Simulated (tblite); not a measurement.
# C2H9ClSSi2: the cost of one run

Programs: PySCF 2.14.0 with density-fitted response routines of our own, and tblite 0.8.0. All values are computed, except where a source is named. Atoms count from 0 throughout.

## 1. The molecule as given

15 atoms, charge 0, multiplicity 1; geometry from: MMFF94s geometry.

Bonds of the start (Å): C0–H6 1.10, C0–H7 1.10, C0–H8 1.10, C0–Si1 1.83, C4–H12 1.09, C4–H13 1.09, C4–H14 1.08, S2–Si3 2.13, Si1–H10 1.49, Si1–H9 1.47, Si1–S2 2.15, Si3–C4 1.84, Si3–Cl5 2.06, Si3–H11 1.47.

## 2. GFN2-xTB relaxation, conformer 1

What the job is given:

```
{"job": {"xc": "GFN2-xTB", "basis": "xTB", "kind": "relax"}, "charge": 0, "multiplicity": 1}
C     -3.121900    -0.533700    -0.555000
Si    -1.618200     0.262600     0.126200
S      0.098100    -0.914700    -0.413600
Si     1.530300     0.303500     0.587900
C      3.206200    -0.086500    -0.064500
Cl     1.494400    -0.139500     2.594900
H     -3.083900    -0.596800    -1.649300
H     -4.017800     0.051500    -0.293500
H     -3.263600    -1.546400    -0.160600
H     -1.449900     1.620500    -0.419000
H     -1.704800     0.336500     1.610900
H      1.220600     1.735000     0.433700
H      3.264300     0.142400    -1.131100
H      3.981900     0.505800     0.430500
H      3.459900    -1.132300     0.061200
```

On the command line:

```bash
> OMP_NUM_THREADS=1 python ens_run.py task.json out
```

One launch serves the whole session.

Q: Estimate the wall time of this first job on 1 thread of Intel Xeon Platinum 8375C at 2.90GHz, shared host.

About 2.6 s.
